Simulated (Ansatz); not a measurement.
# C2H5FGeO: one species, many methods

An exercise on one series of results from a longer session: the logs are not shown, and one member is left open.

Program: Ansatz 0.2.0, Gaussian basis. Level of theory: functionals in def2-TZVPP, the program's frozen cores in correlated methods. These are calculated values, not measurements.

Plan: LDA (SPW92), PBE-D4, revPBE-D4, BLYP-D4, r2SCAN-D4, B97M-V, PBE0-D4, B3LYP-D4, r2SCANh-D4, r2SCAN0-D4, HSE06-D4, BHLYP-D4, CAM-B3LYP-D4, LC-ωPBE, ωB97X-V, ωB97M-V, B2PLYP, PBE-QIDH; CCSD(T)/def2-SVP; CCSD(T)/def2-TZVPP; MP2/def2-QZVPP; extrapolation to the limit; RPA on PBE.

**The relaxed structure**

An earlier PBE0-D4 in a triple-zeta def2 set relaxation fixed the geometry.

SMILES `[CH3][Ge@H]1[O][C@@H]1F`, 10 atoms, charge 0, spin multiplicity 1.

Atoms are counted from 1 here; the program's logs count them from 0.

Bond lengths: C1–Ge2 1.937 Å, C1–H6 1.089 Å, C1–H7 1.091 Å, C1–H8 1.091 Å, Ge2–O3 1.868 Å, Ge2–C4 1.921 Å, Ge2–H9 1.530 Å, O3–C4 1.366 Å, C4–F5 1.363 Å, C4–H10 1.093 Å. Angles: Ge2–C1–H6 109.5°, Ge2–C1–H7 110.3°, Ge2–C1–H8 109.5°, H6–C1–H7 109.3°, H6–C1–H8 109.2°, H7–C1–H8 109.0°, C1–Ge2–O3 110.7°, C1–Ge2–C4 123.9°, C1–Ge2–H9 117.5°, O3–Ge2–C4 42.2°, O3–Ge2–H9 108.9°, C4–Ge2–H9 118.1°, Ge2–O3–C4 71.0°, Ge2–C4–O3 66.8°, Ge2–C4–F5 120.0°, Ge2–C4–H10 124.4°, O3–C4–F5 114.2°, O3–C4–H10 116.6° and more.

Set-up of the first run:

in.yaml reads:

```yaml
crystal:
  periodic: [false, false, false]
  atoms:
    - {symbol: C, position_ang: [-1.593529, -0.589578, 0.003578]}
    - {symbol: Ge, position_ang: [0.041153, 0.266251, 0.591349]}
    - {symbol: O, position_ang: [1.534933, -0.657661, -0.043344]}
    - {symbol: C, position_ang: [1.543269, 0.608036, -0.556426]}
    - {symbol: F, position_ang: [2.574804, 1.382074, -0.116773]}
    - {symbol: H, position_ang: [-1.565193, -0.725941, -1.076888]}
    - {symbol: H, position_ang: [-2.457251, 0.021847, 0.267258]}
    - {symbol: H, position_ang: [-1.687599, -1.563503, 0.486117]}
    - {symbol: H, position_ang: [0.210965, 0.511424, 2.091704]}
    - {symbol: H, position_ang: [1.481549, 0.695850, -1.643776]}
basis:
  gaussian: {orbitals: def2-TZVPP}
hamiltonian: {xc: lda}
output: {orbitals: {seedname: orbitals}}
```

Steps of the session up to this table: LDA; PBE-D4 (GGA); revPBE-D4 (GGA); BLYP-D4 (GGA); r2SCAN-D4 (meta-GGA); B97M-V (meta-GGA); PBE0-D4 (hybrid); B3LYP-D4 (hybrid); r2SCANh-D4 (hybrid); r2SCAN0-D4 (hybrid); HSE06-D4 (hybrid); BHLYP-D4 (hybrid); CAM-B3LYP-D4 (range-separated); LC-ωPBE (range-separated); ωB97X-V (range-separated); ωB97M-V (range-separated); B2PLYP (double hybrid); PBE-QIDH (double hybrid).

One of the session's tables, all rows but one given; the rest of the session is left out.

It belongs to the step «Orbital energies across the functionals». 

| functional | HOMO (eV) | gap (eV) |
| --- | --- | --- |
| LDA (SPW92) | -5.95 | 4.21 |
| PBE-D4 | -5.75 | 4.23 |
| revPBE-D4 | -5.68 | 4.25 |
| BLYP-D4 | -5.65 | 4.18 |
| r2SCAN-D4 | -5.99 | 4.61 |
| B97M-V | -5.99 | 4.61 |
| PBE0-D4 | -6.94 | 6.21 |
| B3LYP-D4 | -6.76 | 5.76 |
| r2SCANh-D4 | -6.43 | 5.35 |
| r2SCAN0-D4 | -7.10 | 6.46 |
| HSE06-D4 | -6.54 | 5.44 |
| BHLYP-D4 | -8.06 | 8.14 |
| CAM-B3LYP-D4 | -8.28 | 8.51 |
| LC-ωPBE | -9.53 | 10.94 |
| ωB97X-V | ? | ? |
| ωB97M-V | -9.11 | 10.24 |

Estimate the missing values for ωB97X-V.

**Answer.** HOMO (eV): -9.20; gap (eV): 10.50. In the column «HOMO (eV)» it lies between LC-ωPBE (-9.53) and ωB97M-V (-9.11).
